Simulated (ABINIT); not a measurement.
A run of ABINIT 10.8.3 (patched build):

The input run.abi:

```
# Pseudopotentials
pp_dirpath "./"
pseudos "Cu.upf, F.upf"

# Structure
acell 3*1.0 Angstrom
rprim
     3.6512349739     0.0000000000     0.0000000000
     0.0000000000     3.6512349739     0.0000000000
     0.0000000000     0.0000000000     4.6797841925
ntypat 2
znucl 29 9
natom 4
typat 1 1 1 2
xred
     0.0000000000     0.5000000000     0.6689970900
     0.5000000000     0.0000000000     0.6689970900
     0.5000000000     0.5000000000     0.0611796300
     0.0000000000     0.0000000000     0.8578671000
chkprim 0
chksymtnons 0
tolsym 1.0e-6

# Plane-wave basis
ecut 48.0

# k points
kptopt 1
ngkpt 6 6 4
nshiftk 1
shiftk 0.0 0.0 0.0

# Exchange and correlation
ixc 11

# Bands and occupations
nband 39
occopt 3
tsmear 0.05 eV

# SCF cycle
nstep 100
tolvrs 1.0e-10

# Output
iomode 3
prtwf 0
prtden 0
prteig 0
prtebands 0
enunit 1
```

Potentials or basis: PseudoDojo NC SR PBE v0.4 stringent.

Run with:

```bash
$ abinit run.abi > log 2>&1
```

Hardware: 1 thread of Arm Neoverse V1 (shared host).

Question: How long does it take, and how much memory?

Answer: Wall time 8.5 min on 1 thread of Arm Neoverse V1, on a shared host, peak memory 0.19 GiB. Counts: scf iterations 20, mpi ranks 1, k points 30, bands 39, plane waves 6706.
